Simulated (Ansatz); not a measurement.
**C2H9NOSi2: one species, many methods**

One table from this session's results is given with a row withheld; the runs are named, their logs left out.

The runs use Ansatz 0.2.0, Gaussian basis; functionals in def2-TZVPP, the program's frozen cores in correlated methods.

Plan: PBE-D4, r2SCAN-D4, PBE0-D4, B3LYP-D4, ωB97X-V, ωB97M-V, B2PLYP; CCSD(T)/def2-TZVPP; MP2/def2-QZVPP; extrapolation to the limit.

## Structure used throughout

All runs share one geometry, relaxed beforehand with PBE0-D4 in a triple-zeta def2 set.

SMILES `C=C[Si](N)(O)[SiH3]`, 15 atoms, charge 0, spin multiplicity 1.

Atoms are counted from 1 here; the program's logs count them from 0.

Bond lengths: C1–C2 1.330 Å, C1–H7 1.087 Å, C1–H8 1.087 Å, C2–Si3 1.861 Å, C2–H9 1.091 Å, Si3–N4 1.722 Å, Si3–O5 1.651 Å, Si3–Si6 2.349 Å, N4–H10 1.008 Å, N4–H11 1.008 Å, O5–H12 0.960 Å, Si6–H13 1.490 Å, Si6–H14 1.491 Å, Si6–H15 1.489 Å. Angles: C2–C1–H7 122.5°, C2–C1–H8 121.9°, H7–C1–H8 115.6°, C1–C2–Si3 123.6°, C1–C2–H9 117.8°, Si3–C2–H9 118.7°, C2–Si3–N4 105.2°, C2–Si3–O5 113.9°, C2–Si3–Si6 111.4°, N4–Si3–O5 108.2°, N4–Si3–Si6 115.4°, O5–Si3–Si6 103.1°, Si3–N4–H10 119.3°, Si3–N4–H11 120.6°, H10–N4–H11 111.0°, Si3–O5–H12 115.9°, Si3–Si6–H13 109.3°, Si3–Si6–H14 110.6° and more.

As a file:

```tsv
atom	x (Å)	y (Å)	z (Å)
C1	-1.3636	1.6896	0.7622
C2	-1.4222	0.3694	0.6099
Si3	0.0322	-0.6725	0.0967
N4	-0.5456	-1.6464	-1.2000
O5	0.5885	-1.6746	1.2855
Si6	1.9060	0.6537	-0.3992
H7	-2.2230	2.2812	1.0656
H8	-0.4456	2.2469	0.5915
H9	-2.3773	-0.1223	0.8013
H10	-1.2616	-1.2832	-1.8089
H11	0.0809	-2.2551	-1.7029
H12	0.0274	-2.4237	1.4995
H13	3.0025	-0.2140	-0.9139
H14	1.5792	1.6439	-1.4650
H15	2.4223	1.4069	0.7774
```

Set-up of the first run:

The input, in.yaml:

```yaml
crystal:
  periodic: [false, false, false]
  atoms:
    - {symbol: C, position_ang: [-1.363572, 1.689605, 0.762218]}
    - {symbol: C, position_ang: [-1.422244, 0.369448, 0.609932]}
    - {symbol: Si, position_ang: [0.032163, -0.672473, 0.096728]}
    - {symbol: N, position_ang: [-0.545566, -1.646355, -1.199978]}
    - {symbol: O, position_ang: [0.588478, -1.674598, 1.285531]}
    - {symbol: Si, position_ang: [1.905981, 0.653687, -0.399150]}
    - {symbol: H, position_ang: [-2.223028, 2.281218, 1.065617]}
    - {symbol: H, position_ang: [-0.445583, 2.246930, 0.591535]}
    - {symbol: H, position_ang: [-2.377251, -0.122281, 0.801309]}
    - {symbol: H, position_ang: [-1.261603, -1.283223, -1.808890]}
    - {symbol: H, position_ang: [0.080883, -2.255090, -1.702945]}
    - {symbol: H, position_ang: [0.027413, -2.423692, 1.499537]}
    - {symbol: H, position_ang: [3.002515, -0.214009, -0.913871]}
    - {symbol: H, position_ang: [1.579166, 1.643926, -1.464952]}
    - {symbol: H, position_ang: [2.422269, 1.406917, 0.777377]}
basis:
  gaussian: {orbitals: def2-TZVPP}
hamiltonian: {xc: pbe, dispersion: d4}
output: {forces: true, orbitals: {seedname: orbitals}}
```

Started as:

```sh
$ ansatz run in.yaml --threads 2 --pin off --events-out ev --progress --plain --max-ram 32768MiB --backend cuda --devices 0, --max-vram 18GiB
```

Among the steps run: PBE-D4 (GGA); r2SCAN-D4 (meta-GGA); PBE0-D4 (hybrid); B3LYP-D4 (hybrid); ωB97X-V (range-separated); ωB97M-V (range-separated); B2PLYP (double hybrid); CCSD(T) in def2-TZVPP; MP2 in def2-QZVPP.

One of the session's tables, all rows but one given; the rest of the session is left out.

```
            method  atomisation energy (kJ/mol)
            PBE-D4                       5596.0
         r2SCAN-D4                            ?
           PBE0-D4                       5509.7
          B3LYP-D4                       5533.6
           ωB97X-V                       5550.1
           ωB97M-V                       5543.1
            B2PLYP                       5463.1
     HF/def2-TZVPP                       4012.1
    MP2/def2-TZVPP                       5439.6
   CCSD/def2-TZVPP                       5303.1
CCSD(T)/def2-TZVPP                       5380.7
           MP2/CBS                       5597.2
       CCSD(T)/CBS                       5538.3
```

**Question.** Estimate the row for r2SCAN-D4.

The run gave: atomisation energy (kJ/mol): 5524.2. In the column «atomisation energy (kJ/mol)» it lies between PBE0-D4 (5509.7) and B3LYP-D4 (5533.6).
